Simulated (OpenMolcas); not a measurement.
# Ne⁴⁺: RASSCF and RASPT2 terms and fine-structure levels

Which level of Ne⁴⁺ lies lowest, and where do the others fall? The reference wave functions come first, then spin-orbit coupling, then second-order correlation under several settings.

Program: OpenMolcas 26.06. Level of theory: state-averaged RASSCF and RASPT2, spin-orbit coupling by RASSI with atomic mean-field integrals. These are calculated values, not measurements, unless marked.

**1. The atom as given**

```
Species                           : Ne⁴⁺ (neon, Z = 10, 6 electrons)
Basis                             : ANO-R1 [3s2p1d], 14 functions
Scalar Hamiltonian                : X2C, finite nucleus
Inactive shells                   : 1s
Active space                      : 4 electrons in 9 orbitals (RAS2 2s 2p; RAS3 3d, at most 2 electrons)
Some configurations of this space : 2p4, 2s 2p3, 2s2 2p2
Orbitals                          : optimised for the ground-state spin in each parity, averaged over the low roots
```

Outer shells as boxes (Hund's rule):

2p4
```
2p [↑↓][↑ ][↑ ]
```

2s 2p3
```
2s [↑ ]
2p [↑ ][↑ ][↑ ]
```

2s2 2p2
```
2s [↑↓]
2p [↑ ][↑ ][  ]
```

Each step is its own input file, run in one work folder so that later steps find the files of earlier ones. Labels, J, g values, rates, χT and fits are worked out afterwards by a script from the matrices that RASSI stores.

**2. One- and two-electron integrals**

a.inp

```
&GATEWAY
Coord
1

Ne 0.0 0.0 0.0
Basis=ANO-R1
Group=XYZ
NoMove
AngMom=0.0 0.0 0.0
AMFI
&SEWARD
```

Launch:

```
$ OMP_NUM_THREADS=1 MOLCAS_MEM=2252 MOLCAS_PROJECT=a pymolcas a.inp > a.log
```

**3. Start orbitals from a smaller active space**

a.inp

```
&RASSCF
FileOrb=start.orb
Symmetry=1
Spin=3
nActEl=4 0 0
Inactive=1 0
Ras2=1 3
CIRoot=6 6 1
SDav=6
CIMx=300
Iter=120 100
PrWF=0.3
OrbListing=Nothing
MaxOrb=0
Atom
>>> COPY $Project.JobIph JOBPRE
```

**4. RASSCF: triplets of even parity, 3 roots**

a.inp

```
&RASSCF
FileOrb=start.orb
Symmetry=1
Spin=3
nActEl=4 0 2
Inactive=1 0
Ras2=1 3
Ras3=5 0
CIRoot=3 3 1
SDav=211
CIMx=300
Iter=120 100
PrWF=0.3
OrbListing=Nothing
MaxOrb=0
Thrs=2.0e-7 1.0e-1 5.0e-4
Atom
>>> COPY $Project.JobIph JOB001
```

**5. Reference wave functions, singlets of even parity, 24 roots**

a.inp

```
&RASSCF
FileOrb=start.orb
Symmetry=1
Spin=1
nActEl=4 0 2
Inactive=1 0
Ras2=1 3
Ras3=5 0
CIRoot=24 24 1
SDav=192
CIMx=300
Iter=120 100
PrWF=0.3
OrbListing=Nothing
MaxOrb=0
Thrs=2.0e-7 1.0e-1 5.0e-4
Atom
CIOnly
>>> COPY $Project.JobIph JOB002
```

**6. RASSCF: triplets of odd parity, 8 roots**

a.inp

```
&RASSCF
FileOrb=start.orb
Symmetry=2
Spin=3
nActEl=4 0 2
Inactive=1 0
Ras2=1 3
Ras3=5 0
CIRoot=8 8 1
SDav=174
CIMx=300
Iter=120 100
PrWF=0.3
OrbListing=Nothing
MaxOrb=0
Thrs=2.0e-7 1.0e-1 5.0e-4
Atom
>>> COPY $Project.JobIph JOB003
```

**7. Reference wave functions, quintets of odd parity, 13 roots**

a.inp

```
&RASSCF
FileOrb=start.orb
Symmetry=2
Spin=5
nActEl=4 0 2
Inactive=1 0
Ras2=1 3
Ras3=5 0
CIRoot=13 13 1
SDav=36
CIMx=300
Iter=120 100
PrWF=0.3
OrbListing=Nothing
MaxOrb=0
Thrs=2.0e-7 1.0e-1 5.0e-4
Atom
CIOnly
>>> COPY $Project.JobIph JOB004
```

**8. RASSCF: singlets of odd parity, 20 roots**

a.inp

```
&RASSCF
FileOrb=start.orb
Symmetry=2
Spin=1
nActEl=4 0 2
Inactive=1 0
Ras2=1 3
Ras3=5 0
CIRoot=20 20 1
SDav=138
CIMx=300
Iter=120 100
PrWF=0.3
OrbListing=Nothing
MaxOrb=0
Thrs=2.0e-7 1.0e-1 5.0e-4
Atom
CIOnly
>>> COPY $Project.JobIph JOB005
```

**9. RASSI: spin-orbit coupling between the states**

a.inp

```
&RASSI
NrOfJobIphs=4 3 6 8 1
1 2 3
1 2 3 4 5 6
1 2 3 4 5 6 7 8
1
IphNames
JOB001
JOB002
JOB003
JOB004
EJob
SpinOrbit
DIPRint=1.0
SOCoupling=1000.0
Subsets=2
MEES
Property=10
'ANGMOM' 1 'ANGMOM' 2 'ANGMOM' 3 'MLTPL  1' 1 'MLTPL  1' 2 'MLTPL  1' 3
'AMFI' 1 'AMFI' 2 'AMFI' 3 'MLTPL  2' 6
SOProperty=3
'ANGMOM' 1 'ANGMOM' 2 'ANGMOM' 3
```

**10. CASPT2: IPEA 0 (closed shells correlated: none)**

a.inp

```
>>> COPY JOB001 $Project.JobIph
&CASPT2
Multistate=3 1 2 3
Frozen=1 0
IPEA=0.0
MaxIter=60
WThr=0.0 0.3 0.05
PrWF=0.5
NoMix
>>> COPY JOB002 $Project.JobIph
&CASPT2
Multistate=6 1 2 3 4 5 6
Frozen=1 0
IPEA=0.0
MaxIter=60
WThr=0.0 0.3 0.05
PrWF=0.5
NoMix
>>> COPY JOB003 $Project.JobIph
&CASPT2
Multistate=8 1 2 3 4 5 6 7 8
Frozen=1 0
IPEA=0.0
MaxIter=60
WThr=0.0 0.3 0.05
PrWF=0.5
NoMix
>>> COPY JOB004 $Project.JobIph
&CASPT2
Multistate=1 1
Frozen=1 0
IPEA=0.0
MaxIter=60
WThr=0.0 0.3 0.05
PrWF=0.5
NoMix
```

**11. CASPT2: IPEA 0.15, real shift 0.15 (closed shells correlated: 1s)**

a.inp

```
>>> COPY JOB001 $Project.JobIph
&CASPT2
Multistate=3 1 2 3
NoMult
Frozen=0 0
IPEA=0.15
Shift=0.15
MaxIter=60
WThr=0.0 0.3 0.05
PrWF=0.5
NoMix
>>> COPY JOB002 $Project.JobIph
&CASPT2
Multistate=6 1 2 3 4 5 6
NoMult
Frozen=0 0
IPEA=0.15
Shift=0.15
MaxIter=60
WThr=0.0 0.3 0.05
PrWF=0.5
NoMix
>>> COPY JOB003 $Project.JobIph
&CASPT2
Multistate=8 1 2 3 4 5 6 7 8
NoMult
Frozen=0 0
IPEA=0.15
Shift=0.15
MaxIter=60
WThr=0.0 0.3 0.05
PrWF=0.5
NoMix
>>> COPY JOB004 $Project.JobIph
&CASPT2
Multistate=1 1
Frozen=0 0
IPEA=0.15
Shift=0.15
MaxIter=60
WThr=0.0 0.3 0.05
PrWF=0.5
NoMix
```

**12. CASPT2: IPEA 0.5, real shift 0.25 (closed shells correlated: none)**

a.inp

```
>>> COPY JOB001 $Project.JobIph
&CASPT2
Multistate=3 1 2 3
Frozen=1 0
IPEA=0.5
Shift=0.25
MaxIter=60
WThr=0.0 0.3 0.05
PrWF=0.5
NoMix
>>> COPY JOB002 $Project.JobIph
&CASPT2
Multistate=6 1 2 3 4 5 6
Frozen=1 0
IPEA=0.5
Shift=0.25
MaxIter=60
WThr=0.0 0.3 0.05
PrWF=0.5
NoMix
>>> COPY JOB003 $Project.JobIph
&CASPT2
Multistate=8 1 2 3 4 5 6 7 8
Frozen=1 0
IPEA=0.5
Shift=0.25
MaxIter=60
WThr=0.0 0.3 0.05
PrWF=0.5
NoMix
>>> COPY JOB004 $Project.JobIph
&CASPT2
Multistate=1 1
Frozen=1 0
IPEA=0.5
Shift=0.25
MaxIter=60
WThr=0.0 0.3 0.05
PrWF=0.5
NoMix
```

(Steps that only read results are left out.)

Before running it: what results should come out? Wanted: lowest level; first excited level; lowest level of another term; spin-orbit lowering of the lowest level; strongest of the lines computed, by gA, at SS-RASPT2 energies.

The runs gave:

| quantity | value |
| --- | --- |
| method | SS-RASPT2, IPEA 0 (closed shells correlated: none) |
| lowest level | 2s2 2p2 3P0, 100 % of that term |
| ground level listed by NIST | 3P0 |
| first excited level | 2s2 2p2 3P1 at 398 cm-1 |
| lowest level of another term | 2s2 2p2 1D2 at 32380 cm-1 |
| spin-orbit lowering of the lowest level | 778 cm-1 |
| strongest of the lines computed, by gA, at SS-RASPT2 energies | 2s 2p3 3P* 2 → 2s2 2p2 3P2, 50.91 nm, A = 1.99e+09 s⁻¹ |

Cost and accuracy by method:

```csv
method,time of its own steps,time with the reference,mean absolute difference from the measured levels (cm-1)
A. RASSCF,23 s,23 s,6500
"B. SS-RASPT2, IPEA 0, +none",4.9 s,28 s,6700
"C. SS-RASPT2, IPEA 0.15, real shift 0.15, +1s",7.1 s,30 s,6800
"D. SS-RASPT2, IPEA 0.5, real shift 0.25, +none",4.8 s,28 s,6700
```

Times are of one thread on a shared host.

**Reading.** The multiplet 3P is regular; its intervals divided by the larger J differ by 6 % of their mean, where Landé's rule for pure LS coupling makes them equal. Second-order correlation (method B) scales the levels of the lowest configuration above 5000 cm⁻¹ by 0.99. Method A lies closest to the measured levels (6500 cm⁻¹ on average, level with B, level with D) and C farthest (6800). Only the configurations of the active space and the roots asked for are present. The singlets, quintets rest on orbitals optimised for another spin in at least one step, which raises them against the optimised states. Not all states of the active space went into the spin-orbit step. The levels of the extra active shells were not computed. The basis is small and contracted for the neutral atom, so it is rough for this charge. Levels of other configurations are missing from the list.
